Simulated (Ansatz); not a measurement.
# interstitial Cu in Si: hop to the nearest equivalent void, part 2 of 2

How high is the barrier for the hop to the nearest equivalent void? Relax the two ends, then run a nudged elastic band between them. The host cell (diamond) has 16 atoms, cell charge +1; the extra atom is the last.

Ansatz 0.2.0; DFT PBE, plane waves, PAW, scalar-relativistic, no spin polarisation. Earlier steps stand in the parts before.

**6. The band**

crystal.atoms is end A as relaxed above, and neb.final_atoms is end B. With 3 inner images the band has 5 in all.

input.yaml reads:

```yaml
crystal:
  lattice:
    - [0.0, 5.43, 5.43]
    - [5.43, 0.0, 5.43]
    - [5.43, 5.43, 0.0]
  atoms:
    - { symbol: Si, position: [0.03942571, -0.01030851, -0.01462006] }
    - { symbol: Si, position: [0.13274807, 0.12900952, 0.12640382] }
    - { symbol: Si, position: [-0.00377817, 0.00563901, 0.49899288] }
    - { symbol: Si, position: [0.13278906, 0.12891464, 0.6116555] }
    - { symbol: Si, position: [-0.0021173, 0.50325398, 0.00154973] }
    - { symbol: Si, position: [0.1379752, 0.61245185, 0.12462575] }
    - { symbol: Si, position: [-0.00206689, 0.50316409, 0.49708109] }
    - { symbol: Si, position: [0.10991489, 0.63165756, 0.62904783] }
    - { symbol: Si, position: [0.50669737, 0.00756613, 0.00233373] }
    - { symbol: Si, position: [0.66773589, 0.10121995, 0.11539236] }
    - { symbol: Si, position: [0.50674988, 0.00747567, 0.48326692] }
    - { symbol: Si, position: [0.62362215, 0.13671096, 0.61967495] }
    - { symbol: Si, position: [0.51238807, 0.47260458, 0.00744378] }
    - { symbol: Si, position: [0.62585312, 0.61752971, 0.13271655] }
    - { symbol: Si, position: [0.48102368, 0.51085804, 0.50397134] }
    - { symbol: Si, position: [0.62585401, 0.61750461, 0.62368489] }
    - { symbol: Cu, position: [0.46356058, 0.83927211, 0.84849781] }
total_charge: 1
basis:
  ecutwfc: 420.0
kpoints:
  mp_grid: { grid: [2, 2, 2] }
hamiltonian:
  xc: pbe
  pseudopotentials: { kind: paw, azcp: { folder: soft_1 } }
scf:
  occupations: { method: gaussian, width: 0.02 }
  lower_state_search: "off"
neb:
  images: 3
  f_tol: 0.03
  initial_path: idpp
  max_iterations: 80
  spring: 1.0
  final_atoms:
    - { symbol: Si, position: [-0.00823799, -0.00086083, 0.00087187] }
    - { symbol: Si, position: [0.12206474, 0.11842855, 0.14141683] }
    - { symbol: Si, position: [0.00835797, -0.04246512, 0.50921432] }
    - { symbol: Si, position: [0.11683257, 0.11245505, 0.61717929] }
    - { symbol: Si, position: [-0.00206342, 0.49238641, 0.01310908] }
    - { symbol: Si, position: [0.12288458, 0.62707902, 0.12773432] }
    - { symbol: Si, position: [-0.00028394, 0.48688299, 0.50020103] }
    - { symbol: Si, position: [0.13897045, 0.58589461, 0.63932476] }
    - { symbol: Si, position: [0.50440438, 0.00159002, 0.00503776] }
    - { symbol: Si, position: [0.62058724, 0.14379395, 0.12084572] }
    - { symbol: Si, position: [0.5002945, -0.00068676, 0.49213256] }
    - { symbol: Si, position: [0.64065749, 0.11860954, 0.62253749] }
    - { symbol: Si, position: [0.49536382, 0.5149566, -0.00420605] }
    - { symbol: Si, position: [0.62540661, 0.62897294, 0.12571689] }
    - { symbol: Si, position: [0.51264454, 0.49254879, 0.49831659] }
    - { symbol: Si, position: [0.62730525, 0.62723713, 0.62325065] }
    - { symbol: Cu, position: [0.27534067, 1.16187741, 0.77606363] }
  order_check: true
```

Run with:

```
> ansatz run input.yaml --threads 1 --pin off --max-ram 3072MiB --backend cpu --events-out ev --progress --plain --runs-dir out
```

Output (excerpt; [...] marks lines left out):

```text
Warning: neb: disabling space-group detection — the band's intermediate images generally break the endpoint symmetry, so no spatial operation reduces the k-mesh or symmetrises the density, except that a semilocal band can use its path's symmetry ahead of convergence; time reversal is [...]
Warning: RAYON_NUM_THREADS=1 ignored (pool sized by the plan → 1); use --threads N
[...]
Pseudopotentials: kind: paw
Pseudopotential: Si, paw, valence charge 4, recommended cutoff 420 eV (normal), <dir>
Pseudopotential: Cu, paw, valence charge 19, recommended cutoff 420 eV (normal), <dir>
Functional definition: PBE
[...]
NEB image 0
Crystal: 17 atoms, lattice volume = 320.206 Å³
Basis set: ecut = 420 eV, 6231 PW (Γ), exchange–correlation on 108×108×108 points (8 copies of the dense FFT grid, shifted against one another)
Bands: 58, of which v1, the nominal top of the filled ones, is band 41 counted from 1 (40 counted from 0)
Symmetry: 1 space group operations
k-points: 8
[...]
SCF iter   1: F=—  HF=-16804.482686 eV  |F-HF|=—  |Δ(HF+E_count)|=         —  Δρ=5.14e-2  dr2=8.97e0  ethr=3.10e-3  ⟨swp⟩=8.8  Hψ=2501  notcnv=0  defer=38
[...]
NSCF: frozen V_eff on 8 k-points
NEB image 4
[...]
NSCF: frozen V_eff on 8 k-points
NEB end point (image 0): max|allowed force component| = 8.082e-3 eV/Å (the criterion of neb.relax_end_points is 1.000e-2)
NEB end point (image 4): max|allowed force component| = 8.758e-3 eV/Å (the criterion of neb.relax_end_points is 1.000e-2)
NEB image 1
[...]
SCF iter   3: F=—  HF=-16802.493955 eV  |F-HF|=—  |Δ(HF+E_count)|=   5.95e-1  Δρ=1.62e-2  dr2=8.32e-1  ethr=3.10e-3  ⟨swp⟩=2.1  Hψ=877  notcnv=0  defer=70
[...]
NEB image 2
[...]
NEB image 3
[...]
NEB iter   1: max|band force component| = 8.186e-1 eV/Å  barrier→ = 0.3065 eV  barrier← = 0.3065 eV  Δτ_max = 0.1094 Å  (49 SCF iters)
[...]
NEB iter   6: max|band force component| = 2.510e-1 eV/Å  barrier→ = 0.0468 eV  barrier← = 0.0468 eV  CI = image 3  Δτ_max = 0.0491 Å  (18 SCF iters)
[...]
NEB iter   7: max|band force component| = 6.220e-2 eV/Å  barrier→ = 0.0468 eV  barrier← = 0.0468 eV  CI = image 3  Δτ_max = 0.0277 Å  (19 SCF iters)
NEB image 1
[...]
NEB image 2
[...]
NEB image 3
```

**7. The output, continued: band between the two ends**

Output, continued (excerpt; [...] marks lines left out):

```text
NEB iter   8: max|band force component| = 5.400e-2 eV/Å  barrier→ = 0.0468 eV  barrier← = 0.0468 eV  CI = image 3  Δτ_max = 0.0973 Å  (16 SCF iters)
[...]
NEB iter  10: max|band force component| = 3.368e-2 eV/Å  barrier→ = 0.0468 eV  barrier← = 0.0468 eV  CI = image 3  Δτ_max = 0.0133 Å  (15 SCF iters)
[...]
NEB iter  11: max|band force component| = 2.085e-2 eV/Å  barrier→ = 0.0468 eV  barrier← = 0.0468 eV  CI = image 3  CI's point: of a kind that is not told: the force calls were inconclusive, a negative curvature could not be distinguished from the path's own, the only one lies far off the [...]
Free energy (F): -16802.515865 eV
[...]
E sigma→0 (E₀):  -16802.515865 eV
Fermi energy:    7.110328 eV
[...]
--- Forces (eV/Å), atoms counted from 1 ---
[...]
  atom   1  Si     0.00004707     0.00004234    -0.00001004
  atom   2  Si     0.00001142    -0.00002579    -0.00003347
[...]
    - { symbol: Si, position: [0.0013024963916137, 0.48850323029934273, 0.5008377722577266] }
    - { symbol: Si, position: [0.1423585980272256, 0.5859925274639707, 0.6355046054733174] }
    - { symbol: Si, position: [0.5075888924353669, 0.0007963274909091878, 0.011038178338527271] }
    - { symbol: Si, position: [0.620693865701907, 0.16021573648916398, 0.10922613713062923] }
    - { symbol: Si, position: [0.5075876301493912, 0.0007961387775451412, 0.4799379972313962] }
    - { symbol: Si, position: [0.6420581656473248, 0.11916629321997213, 0.6190689910174727] }
    - { symbol: Si, position: [0.48881667097619885, 0.532261295184773, -0.01085878911552196] }
    - { symbol: Si, position: [0.6298730406621009, 0.6297501089835214, 0.12380774953267615] }
    - { symbol: Si, position: [0.5146543088332937, 0.4906149222759658, 0.49704572727399776] }
    - { symbol: Si, position: [0.6298731610825735, 0.6297501819706132, 0.615929248957962] }
    - { symbol: Cu, position: [0.3155885143933371, 1.0591254559364485, 0.8123232312650027] }
```

It took 2.5 min on 1 thread of AMD EPYC 9R45 (Zen 5), shared host; peak memory 0.9 GiB.

**8. The band, image by image**

The 3 inner images lie between the fixed ends 0 and 4. Energy is taken from image 0, and the path length is the program's own coordinate along the band.

| image | path (Å) | energy (eV) | Cu17 x y z (Å) | band force (eV/Å) |
| --- | --- | --- | --- | --- |
| 0 | 0.000 | 0.0000 | 9.16 7.12 7.07 | - |
| 1 | 0.713 | 0.0049 | 9.34 6.68 7.01 | 0.014 |
| 2 | 1.425 | 0.0003 | 9.78 6.56 7.11 | 0.021 |
| 3* | 2.137 | 0.0468 | 10.16 6.12 7.46 | 0.000 |
| 4 | 2.813 | 0.0000 | 10.52 5.71 7.80 | - |

The star marks the climbing image.

image, energy (eV) and a bar:
```
        0      0.000 
        1      0.005 ###
        2      0.000 
        3      0.047 ##############################
        4      0.000
```

The top of the band by iteration:

```csv
iteration,highest image above image 0 (eV),largest band force (eV/Å)
1,0.3065,0.819
2,0.0991,0.527
3,0.0576,0.245
4,0.0477,0.067
5,0.0470,0.048
6,0.0468,0.251
7,0.0468,0.062
8,0.0468,0.054
9,0.0468,0.275
10,0.0468,0.034
11,0.0468,0.021
```

Positions of all images (Å):

```xyz
17
Lattice="0.000 5.430 5.430 5.430 0.000 5.430 5.430 5.430 0.000" Properties=species:S:1:pos:R:3 pbc="T T T" image=0 dE=0.0000
Si   -0.135    0.135    0.158
Si    1.387    1.407    1.421
Si    2.740    2.689    0.010
Si    4.021    4.042    1.421
Si    2.741   -0.003    2.721
Si    4.002    1.426    4.075
Si    5.431    2.688    2.721
Si    6.846    4.013    4.027
Si    0.054    2.764    2.792
Si    1.176    4.252    4.175
Si    2.665    5.376    2.792
Si    4.107    6.751    4.129
Si    2.607    2.823    5.349
Si    4.074    4.119    6.752
Si    5.511    5.349    5.386
Si    6.740    6.785    6.751
Cu    9.165    7.124    7.074
17
Lattice="0.000 5.430 5.430 5.430 0.000 5.430 5.430 5.430 0.000" Properties=species:S:1:pos:R:3 pbc="T T T" image=1 dE=0.0049
Si   -0.030    0.089    0.040
Si    1.403    1.427    1.352
Si    2.729    2.791   -0.024
Si    4.008    4.098    1.434
Si    2.743    0.058    2.694
Si    4.093    1.419    4.033
Si    5.467    2.786    2.708
Si    6.823    4.133    4.046
Si   -0.004    2.746    2.708
Si    1.215    3.980    4.252
Si    2.557    5.310    2.890
Si    4.017    6.762    4.111
Si    2.756    2.729    5.460
Si    4.107    4.149    6.777
Si    5.477    5.470    5.401
Si    6.774    6.758    6.859
Cu    9.337    6.680    7.008
17
Lattice="0.000 5.430 5.430 5.430 0.000 5.430 5.430 5.430 0.000" Properties=species:S:1:pos:R:3 pbc="T T T" image=2 dE=0.0003
Si    0.010   -0.038   -0.050
Si    1.367    1.428    1.359
Si    2.606    2.789   -0.076
Si    4.002    4.055    1.326
Si    2.675    0.025    2.690
Si    4.083    1.330    4.042
Si    5.368    2.741    2.692
Si    6.697    4.145    4.019
Si    0.071    2.830    2.824
Si    1.495    4.011    4.252
Si    2.623    5.389    2.764
Si    4.037    6.854    4.117
Si    2.806    2.596    5.560
Si    4.104    4.103    6.856
Si    5.368    5.454    5.426
Si    6.717    6.759    6.836
Cu    9.785    6.562    7.108
17
Lattice="0.000 5.430 5.430 5.430 0.000 5.430 5.430 5.430 0.000" Properties=species:S:1:pos:R:3 pbc="T T T" image=3 dE=0.0468
Si    0.025   -0.029   -0.064
Si    1.424    1.457    1.309
Si    2.571    2.856   -0.171
Si    3.970    4.003    1.309
Si    2.700    0.054    2.660
Si    4.101    1.326    4.041
Si    5.372    2.727    2.660
Si    6.633    4.224    3.955
Si    0.064    2.816    2.761
Si    1.463    3.963    4.240
Si    2.610    5.362    2.761
Si    4.009    6.848    4.133
Si    2.831    2.595    5.544
Si    4.092    4.092    6.840
Si    5.363    5.494    5.459
Si    6.764    6.765    6.840
Cu   10.162    6.125    7.465
17
Lattice="0.000 5.430 5.430 5.430 0.000 5.430 5.430 5.430 0.000" Properties=species:S:1:pos:R:3 pbc="T T T" image=4 dE=0.0000
Si    0.000   -0.040   -0.049
Si    1.411    1.431    1.306
Si    2.534    2.810   -0.185
Si    3.962    3.986    1.245
Si    2.745    0.060    2.662
Si    4.099    1.361    4.072
Si    5.360    2.715    2.642
Si    6.653    4.226    3.936
Si    0.036    2.766    2.748
Si    1.437    4.026    4.151
Si    2.669    5.389    2.713
Si    4.024    6.859    4.123
Si    2.773    2.667    5.486
Si    4.098    4.079    6.811
Si    5.380    5.490    5.458
Si    6.790    6.791    6.812
Cu   10.523    5.709    7.804
```

**9. Outcome**

The summary covers parts 1 to 2.

```
                    quantity                     value
                       end A  17 moves, 0.659 eV lower
                       end B  19 moves, 0.714 eV lower
            barrier forwards                  0.047 eV
           barrier backwards                  0.047 eV
second end relative to first                  0.000 eV
               highest image     3 of 0 to 4, climbing
             band iterations                        11
lowest curvatures at the top      -0.52 and 0.82 eV/Å²
```

**Reading.** Along this path the system climbs 0.047 eV from the first end (1.8 kT at 300 K). Both ends agree in energy to 1 meV. The test of curvatures at the top gave "unresolved", so the point may be no simple saddle. A cell of 17 atoms lets the moving atom feel its images, and convergence in size and mesh was not shown. The charged cell sits in a uniform background, with no correction for images.
